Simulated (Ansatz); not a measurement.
This geometry of a periodic cell of 13 atoms, Y$_{2}$B$_{4}$HRh$_{6}$ (host YB2Rh3, host structure P6/mmm, interstitial H) is a first-order saddle point.

Level of theory: DFT PBEsol, scalar-relativistic, plane waves, PAW in Ansatz. Settings: cutoff 420 eV, k mesh 4x4x3, gaussian smearing 0.1 eV, no spin polarisation.

```xyz
13
Lattice="5.3736 0.0000 0.0000 -2.6868 4.6537 0.0000 0.0000 0.0000 6.2964" Properties=species:S:1:pos:R:3
Y 0.091 -0.002 1.695
B 2.642 1.577 1.647
B -0.044 3.073 1.647
Rh -1.369 2.266 0.059
Rh 1.317 2.384 0.059
Rh 2.554 -0.002 0.059
Y 0.092 -0.002 4.718
B 2.642 1.578 4.768
B -0.045 3.072 4.768
Rh -1.327 2.311 3.208
Rh 1.360 2.338 3.208
Rh 2.707 -0.002 3.206
H 1.497 4.652 0.058
```

Question: Which two structures does it join? (They come from a converged band through this point; their orientation in space is the band's.)

Answer: Contacts lost: Rh5–H13. Contacts made: Rh4–H13. The atom that moves furthest is H13, by 1.33 Å.

Initial state:

```xyz
13
Lattice="5.3736 0.0000 0.0000 -2.6868 4.6537 0.0000 0.0000 0.0000 6.2964" Properties=species:S:1:pos:R:3
Y 0.066 0.034 1.682
B 2.667 1.536 1.651
B -0.075 3.055 1.650
Rh -1.376 2.304 0.060
Rh 1.321 2.290 0.060
Rh 2.647 -0.007 0.060
Y 0.064 0.033 4.735
B 2.667 1.536 4.765
B -0.074 3.056 4.766
Rh -1.353 2.318 3.208
Rh 1.339 2.331 3.208
Rh 2.692 -0.011 3.208
H 1.540 3.988 0.062
```

Final state:

```xyz
13
Lattice="5.3736 0.0000 0.0000 -2.6868 4.6537 0.0000 0.0000 0.0000 6.2964" Properties=species:S:1:pos:R:3
Y 0.064 -0.038 1.680
B 2.610 1.595 1.648
B -0.021 3.114 1.649
Rh -1.367 2.360 0.058
Rh 1.310 2.345 0.058
Rh 2.645 0.003 0.058
Y 0.064 -0.037 4.732
B 2.610 1.595 4.764
B -0.021 3.114 4.763
Rh -1.348 2.319 3.206
Rh 1.333 2.332 3.206
Rh 2.691 0.007 3.206
H 1.538 5.316 0.059
```

Question: How far does it lie above each of them?

Answer: 0.258 eV above the first and 0.258 eV above the second. This is the barrier of this one path; another mechanism may lie lower. Limits of this set-up: coarse k mesh, odd electron count without spin.

Time of the run: 16 min on 4 threads of Arm Neoverse V1, with other jobs on the host, peak memory 2.2 GiB.
